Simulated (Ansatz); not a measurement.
**ZnHS radical (SMILES [S][ZnH]): single points off equilibrium**

The atoms stand at a structure displaced at random from a GFN2-xTB minimum. How far do the functionals agree with CCSD(T) there?

The runs use Ansatz 0.2.0, Gaussian basis; single points in def2-TZVPP.

Cores are frozen in the correlated methods. The 3s and 3p shells of Cu and Zn are frozen; filled d shells are correlated. Orbitals are unrestricted.

## Step 1: The system as given

SMILES `[S][ZnH]`, 3 atoms, charge 0, spin multiplicity 2.

Atoms are counted from 1 here; the program's logs count them from 0.

Bond lengths: S1–Zn2 2.157 Å, Zn2–H3 1.623 Å. Angles: S1–Zn2–H3 174.4°.

Geometry (Å):

```xyz
3

S    -1.70610    0.49110   -0.82690
Zn    0.15300   -0.13790    0.06750
H     1.52510   -0.50320    0.85370
```

## Step 2: CCSD(T)/def2-TZVPP

The input, run/in.yaml:

```yaml
crystal:
  periodic: [false, false, false]
  atoms:
    - {symbol: S, position_ang: [-1.706100, 0.491100, -0.826900]}
    - {symbol: Zn, position_ang: [0.153000, -0.137900, 0.067500]}
    - {symbol: H, position_ang: [1.525100, -0.503200, 0.853700]}
basis:
  gaussian: {orbitals: def2-TZVPP}
magnetization: {spin_polarized: true, initial_magnetization: 1}
correlation: {method: ccsd_t, frozen_orbitals: {H: 0, S: 5, Zn: 9}}
scf: {omitted_lower_state_checks: [cluster_reference]}
output: {forces: true}
```

The command line of these runs was not kept.

## Step 3: PBE0-D4/def2-TZVPP

run/in.yaml: that of step 2 with these lines changed.

```diff
@@ -9,4 +9,3 @@
 magnetization: {spin_polarized: true, initial_magnetization: 1}
-correlation: {method: ccsd_t, frozen_orbitals: {H: 0, S: 5, Zn: 9}}
-scf: {omitted_lower_state_checks: [cluster_reference]}
-output: {forces: true}
+hamiltonian: {xc: pbe0, dispersion: d4}
+output: {forces: true, orbitals: {seedname: orbitals}}
```

## Step 4: wB97M-V/def2-TZVPP

run/in.yaml: that of step 3 with these lines changed.

```diff
@@ -9,3 +9,3 @@
 magnetization: {spin_polarized: true, initial_magnetization: 1}
-hamiltonian: {xc: pbe0, dispersion: d4}
-output: {forces: true, orbitals: {seedname: orbitals}}
+hamiltonian: {xc: {name: wB97M-V}}
+output: {forces: true}
```

## Step 5: r2SCAN-D4/def2-TZVPP

run/in.yaml: that of step 4 with these lines changed.

```diff
@@ -9,3 +9,3 @@
 magnetization: {spin_polarized: true, initial_magnetization: 1}
-hamiltonian: {xc: {name: wB97M-V}}
+hamiltonian: {xc: r2scan, dispersion: d4}
 output: {forces: true}
```

## Step 6: PBE-D4/def2-TZVPP

run/in.yaml: that of step 5 with these lines changed.

```diff
@@ -9,3 +9,3 @@
 magnetization: {spin_polarized: true, initial_magnetization: 1}
-hamiltonian: {xc: r2scan, dispersion: d4}
+hamiltonian: {xc: pbe, dispersion: d4}
 output: {forces: true}
```

## Step 7: BHLYP-D4/def2-TZVPP

run/in.yaml: that of step 6 with these lines changed.

```diff
@@ -9,3 +9,3 @@
 magnetization: {spin_polarized: true, initial_magnetization: 1}
-hamiltonian: {xc: pbe, dispersion: d4}
+hamiltonian: {xc: {name: BHLYP}, dispersion: d4}
 output: {forces: true}
```

## Step 8: LC-wPBE/def2-TZVPP

run/in.yaml: that of step 7 with these lines changed.

```diff
@@ -9,3 +9,3 @@
 magnetization: {spin_polarized: true, initial_magnetization: 1}
-hamiltonian: {xc: {name: BHLYP}, dispersion: d4}
+hamiltonian: {xc: {name: LC-wPBE}}
 output: {forces: true}
```

(Steps that only read results are left out.)

Q: Predict the outcome of this session. Wanted: energy less free atoms, CCSD(T)/def2-TZVPP; RMS force component; RMS force error; HOMO and LUMO, PBE0-D4; T1 diagnostic.

**Answer**, as computed:

| quantity | value |
| --- | --- |
| energy less free atoms, CCSD(T)/def2-TZVPP | -410.1 kJ/mol |
| RMS force component | 0.571 to 0.664 eV/Å over the methods |
| RMS force error | PBE0-D4 0.091, wB97M-V 0.079, r2SCAN-D4 0.139, PBE-D4 0.098, BHLYP-D4 0.030, LC-wPBE 0.217 eV/Å |
| HOMO and LUMO, PBE0-D4 | -7.27 and -4.50 eV |
| T1 diagnostic | 0.016 |

**Reading.** Against CCSD(T) the functionals' energies less atoms differ by -46.9 to -6.1 kJ/mol, PBE-D4 by -24.6 kJ/mol. The reference is not at the basis limit: in triple zeta CCSD(T) underbinds, which counts against methods that bind more; the gaps are no ranking. On forces the order runs from BHLYP-D4 to LC-wPBE. Frozen-core CCSD(T) forces in triple zeta carry basis errors of their own, and this is one geometry, so small gaps rank nothing.
